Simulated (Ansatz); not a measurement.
# ClH6NSi2Zn: the cost of one run

Method: the settings change from run to run; program: Ansatz 0.2.0, Gaussian basis.

## Step 1: The relaxed structure

The geometry comes from an earlier relaxation with PBE0-D4 in a triple-zeta def2 set; it is a stationary point, not always the lowest conformer.

SMILES `[SiH3][N]([SiH3])[Zn][Cl]`, 11 atoms, charge 0, spin multiplicity 1.

Atoms are counted from 1 here; the program's logs count them from 0.

Bond lengths: Si1–N2 1.726 Å, Si1–H6 1.491 Å, Si1–H7 1.489 Å, Si1–H8 1.489 Å, N2–Si3 1.726 Å, N2–Zn4 1.823 Å, Si3–H9 1.491 Å, Si3–H10 1.489 Å, Si3–H11 1.489 Å, Zn4–Cl5 2.085 Å. Angles: N2–Si1–H6 108.3°, N2–Si1–H7 111.7°, N2–Si1–H8 111.9°, H6–Si1–H7 108.7°, H6–Si1–H8 108.5°, H7–Si1–H8 107.7°, Si1–N2–Si3 123.9°, Si1–N2–Zn4 118.1°, Si3–N2–Zn4 118.1°, N2–Si3–H9 108.3°, N2–Si3–H10 111.7°, N2–Si3–H11 111.9°, H9–Si3–H10 108.7°, H9–Si3–H11 108.5°, H10–Si3–H11 107.7°, N2–Zn4–Cl5 180.0°.

## Step 2: revPBE0/aug-pcseg-2

Options: charge +1, multiplicity 2, a point charge of 0.50 e beside it, high accuracy.

The input, in.yaml:

```yaml
crystal:
  periodic: [false, false, false]
  atoms:
    - {symbol: Si, position_ang: [-1.542841, 0.378179, -0.389714]}
    - {symbol: N, position_ang: [0.089749, 0.132458, 0.112768]}
    - {symbol: Si, position_ang: [1.022054, -1.261797, -0.293538]}
    - {symbol: Zn, position_ang: [0.878482, 1.425383, 1.127292]}
    - {symbol: Cl, position_ang: [1.780848, 2.904472, 2.287710]}
    - {symbol: H, position_ang: [-2.017849, 1.670619, 0.181758]}
    - {symbol: H, position_ang: [-2.436764, -0.712006, 0.089854]}
    - {symbol: H, position_ang: [-1.664511, 0.444697, -1.872534]}
    - {symbol: H, position_ang: [2.362231, -1.130072, 0.346147]}
    - {symbol: H, position_ang: [0.381754, -2.514204, 0.195414]}
    - {symbol: H, position_ang: [1.212246, -1.394529, -1.764657]}
basis:
  gaussian: {orbitals: aug-pcseg-2, point_charges: [{charge: 0.50, position_ang: [5.575, -0.356, 0.320]}]}
total_charge: 1
magnetization: {spin_polarized: true, initial_magnetization: 1}
hamiltonian: {xc: {name: revPBE0}}
accuracy: high
output: {forces: true}
```

Run with:

```bash
> ansatz run in.yaml --threads 4 --pin off --events-out ev --progress --plain --max-ram 11315MiB
```

What time and memory should one allow on 4 threads of Intel Xeon Platinum 8375C at 2.90GHz, shared host?

About 93 s, with a peak of 7.6 GiB.
